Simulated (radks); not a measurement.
# Si⁴⁺ in [He] 2s2 2p5.5 3p0.5: an all-electron calculation

The task here is to estimate one member of a computed series from the others.

The numbers are computed with radks (a radial shooting solver on a logarithmic mesh, Libxc functionals) version 1 (non-relativistic Kohn-Sham, r2SCAN, spin-polarised, spherical densities, point nucleus; open shells are filled with parallel spins first), except any that are marked as measured or tabulated.

**Starting point**

```
element       : silicon (Z = 14)
charge        : +4
electrons     : 10
configuration : [He] 2s2 2p5.5 3p0.5
```

Set-up of the first run:

Settings of this run:

```text
Z 14
configuration [He] 2s2 2p5.5 3p0.5 3s0 3d0 4p0 4f0
relativity non-relativistic
functional r2scan,r2scan
spin polarised
nucleus point
```

One of the session's tables, all rows but one given; the rest of the session is left out.

It belongs to the step «Shells». Radial moments (bohr):

| level | <r> | outermost maximum (interpolated) | 90 % within | nodes |
| --- | --- | --- | --- | --- |
| 1s up | 0.1116 | 0.0730 | 0.199 | 0 |
| 1s down | 0.1115 | 0.0730 | 0.199 | 0 |
| 2s up | 0.5561 | 0.451 | 0.871 | 1 |
| 2s down | 0.5580 | 0.452 | 0.875 | 1 |
| 2p up | ? | ? | ? | ? |
| 2p down | 0.5210 | 0.384 | 0.868 | 0 |
| 3s up | 1.732 | 1.55 | 2.54 | 2 |
| 3p up | 1.864 | 1.66 | 2.77 | 1 |
| 3d up | 2.059 | 1.76 | 3.15 | 0 |

**Question.** Estimate the row for 2p up.

As computed: <r>: 0.5188; outermost maximum (interpolated): 0.382; 90 % within: 0.864; nodes: 0. In the column «<r>» it lies between 1s up (0.1116) and 2p down (0.5210).
